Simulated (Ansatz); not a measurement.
# ZnS: the cost of one run

Method: plane waves, PAW, in Ansatz 0.2.0.

1 further run of the same task is left out (it didn't finish).

### Step 1. The starting structure

The structure is cubic, space group F-43m (No. 216). The conventional cell has a = 5.388 Å, b = 5.388 Å, c = 5.388 Å, α = 90.00°, β = 90.00°, γ = 90.00°. Zn (site symmetry -43m) is surrounded by 4 S at 2.33 Å. S (site symmetry -43m) is surrounded by 4 Zn at 2.33 Å.

Structure file:

```cif
data_structure
_symmetry_space_group_name_H-M 'F-43m'
_symmetry_Int_Tables_number 216
_cell_length_a 5.3882
_cell_length_b 5.3882
_cell_length_c 5.3882
_cell_angle_alpha 90.000
_cell_angle_beta 90.000
_cell_angle_gamma 90.000
_cell_volume 156.43
loop_
_atom_site_label
_atom_site_type_symbol
_atom_site_symmetry_multiplicity
_atom_site_Wyckoff_symbol
_atom_site_fract_x
_atom_site_fract_y
_atom_site_fract_z
_atom_site_occupancy
Zn1 Zn 4 a 0.00000 0.00000 0.00000 1
S1 S 4 d 0.25000 0.25000 0.75000 1
```

Cell and atoms come from an earlier r2SCAN relaxation.

### Step 2. PBE, anion s p, 6×6×6

The input, input.yaml:

```yaml
crystal:
  lattice:
    - [0.0, 2.6940858343, 2.6940858343]
    - [2.6940858343, 0.0, 2.6940858343]
    - [2.6940858343, 2.6940858343, 0.0]
  atoms:
    - { symbol: Zn, position: [0.0, 0.0, 0.0] }
    - { symbol: S, position: [0.25, 0.25, 0.25] }
kpoints:
  mp_grid: { grid: [6, 6, 6] }
  band_path:
    path:
      - [[0.0, 0.0, 0.0], [-0.5, -0.5, -1.037860548998e-33], [-0.375, -0.375, 0.25]]
      - [[-0.375, 2.90583890163e-17, 0.375], [0.0, 0.0, 0.0], [-4.187404962937e-18, -4.187404962937e-18, 0.5], [-0.5, -0.25, 0.25], [-0.5, -0.5, -1.037860548998e-33]]
    npoints: 10
hamiltonian:
  xc: pbe
scf:
  occupations: { method: fixed }
  n_extra_bands: 6
output:
  forces: false
  stress: false
  eigenvalues: true
  wannier:
    kmesh: [6, 6, 6]
    projections: [{ species: S, l: s, shell: 3 }, { species: S, l: p, shell: 3 }]
    minimise: true
    write_hr: true
    conv_tol: 1.0e-08
    max_iter: 3000
```

The run is started by

```sh
$ ansatz run input.yaml --threads 4 --pin off --max-ram 3686MiB --backend cpu --events-out ev --progress --plain --runs-dir out
```

What time and memory should one allow on 4 threads of Arm Neoverse V2, shared host?

About 1.1 s, with a peak of 0.29 GiB.
